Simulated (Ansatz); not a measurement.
# InF (SMILES [F][In]): CCSD(T)/STO-3G

Aim: the vertical singlet–triplet gap of InF at CCSD(T)/STO-3G, from 2 runs. 

Program for the calculation: Ansatz 0.2.0.

45 further runs of the same task are left out: 5 that didn't finish, 40 set aside as unsound or not needed.

### Step 1. The molecule

InF has 2 atoms, charge 0, and is taken as a singlet. As SMILES, `[F][In]`. Geometry: a GFN2-xTB relaxation, a rough one for these elements and not checked as a minimum.

Bond lengths: F1–In2 2.025 Å.

### Step 2. A single-point energy at CCSD(T)/STO-3G

The input, in.yaml:

```yaml
crystal:
  periodic: [false, false, false]
  atoms:
    - {symbol: F, position_ang: [0.000000, 0.000000, 0.000000]}
    - {symbol: In, position_ang: [0.000000, 0.000000, 2.025490]}
basis:
  gaussian: {orbitals: STO-3G}
correlation: {method: ccsd_t, frozen_orbitals: {F: 1, In: 18}}
accuracy: high
scf: {omitted_lower_state_checks: [cluster_reference, increment]}
```

Run with:

```bash
$ ansatz run in.yaml --threads 1 --pin off --max-ram 2610MiB --events-out events.jsonl --progress --plain --runs-dir runs
```

Log (excerpt; [...] marks lines left out):

```text
Warning: RAYON_NUM_THREADS=1 ignored (pool sized by the plan → 1); use --threads N
Functional definition: HF
  name "HF"
[...]
564 factors; integrals over basis functions are off by at most 4.4e-9 eV
[...]
mean field -157305.56915292 eV, -5780.8730408253 hartree, gradient 9.5e-9 eV, S^2 0.000000; 0 other end points of the search recorded, 0 dependent functions left out
19 core orbitals not correlated: weight in the atoms' cores, before any rotation towards them, 1.000 or more for the frozen orbitals, at most 0.000 for the correlated occupied ones
reference -157305.56915292 eV, -5780.8730408253 hartree; 10, 10 occupied and 3, 3 virtual orbitals, 564 factors
second order -1.35785073 eV of doubles, -0.00000000 eV of singles
cycle   1  -1.37462001 eV  change   -1.7e-2 eV  update   1.4e-1
[...]
cycle  21  -1.70473695 eV  change   2.7e-12 eV  update  7.4e-10
perturbative correction -0.25274254 eV, -0.0092881171 hartree
Total energy: -157307.52663241 eV, -5780.9449768700 hartree
Checks for a lower state left out: cluster_reference, increment
```

Run time: 0.5 s. Hardware: 1 thread of Arm Neoverse V2, shared host.

### Step 3. The triplet

The input, molecule.yaml:

```yaml
crystal:
  periodic: [false, false, false]
  atoms:
    - symbol: F
      position_ang: [0.000000, 0.000000, 0.000000]
    - symbol: In
      position_ang: [0.000000, 0.000000, 2.025490]
basis:
  gaussian:
    orbitals: STO-3G
magnetization:
  spin_polarized: true
  initial_magnetization: 2
correlation:
  method: ccsd_t
  frozen_orbitals: {F: 1, In: 18}
accuracy: high
scf:
  omitted_lower_state_checks: [cluster_reference, increment]
```

Run with:

```bash
$ ansatz run molecule.yaml --threads 1 --pin off --max-ram 2610MiB --events-out events.jsonl --progress --plain --runs-dir runs
```

Log (excerpt; [...] marks lines left out):

```text
Warning: RAYON_NUM_THREADS=1 ignored (pool sized by the plan → 1); use --threads N
[... 2 set-up lines as earlier in the session ...]
[...]
564 factors; integrals over basis functions are off by at most 4.4e-9 eV
[...]
mean field -157303.39458849 eV, -5780.7931270567 hartree, gradient 4.8e-8 eV, S^2 2.026430; 12 other end points of the search recorded, 0 dependent functions left out
19 core orbitals not correlated: weight in the atoms' cores, before any rotation towards them, 1.000 or more for the frozen orbitals, at most 0.000 for the correlated occupied ones
reference -157303.39458849 eV, -5780.7931270567 hartree; 11, 9 occupied and 2, 4 virtual orbitals, 564 factors
second order -0.78191189 eV of doubles, -0.00000000 eV of singles
cycle   1  -0.90562912 eV  change   -1.2e-1 eV  update   9.3e-2
[...]
cycle  26  -1.18245278 eV  change   6.7e-10 eV  update   1.6e-9
perturbative correction -0.11421330 eV, -0.0041972615 hartree
Total energy: -157304.69125458 eV, -5780.8407786564 hartree
Checks for a lower state left out: cluster_reference, increment
```

Wall time 2.1 s (1 thread of Arm Neoverse V2, shared host); peak memory 0.1 GiB.

### Step 4. Summary of results

Level: CCSD(T)/STO-3G, 19 core orbitals frozen.

| quantity | value |
| --- | --- |
| singlet: total energy | -5780.94498 Eh |
| singlet: correlation energy (19 core orbitals frozen) | -71.9 mEh |
| singlet: (T) correction | -9.29 mEh |
| singlet: T1 diagnostic | 0.024 |
| triplet: total energy | -5780.84078 Eh |
| triplet: correlation energy (19 core orbitals frozen) | -47.7 mEh |
| triplet: (T) correction | -4.20 mEh |
| triplet: ⟨S²⟩ of the reference determinant | 2.026 |
| triplet: T1 diagnostic | 0.024 |
| vertical energy of the triplet above the singlet | 2.835 eV |

**Reading.** At this shape the triplet lies 2.84 eV (65 kcal/mol) above the singlet. In a minimal basis such a difference can be off by several eV, whatever the method. The T1 diagnostic (singlet) of 0.024 is above the customary mark for such species, so a single reference may not serve. The triples (singlet) make up 12.9 % of the correlation energy. Relativity is left out (singlet) although the molecule holds a heavy atom. The triples (triplet) make up 8.8 % of the correlation energy.
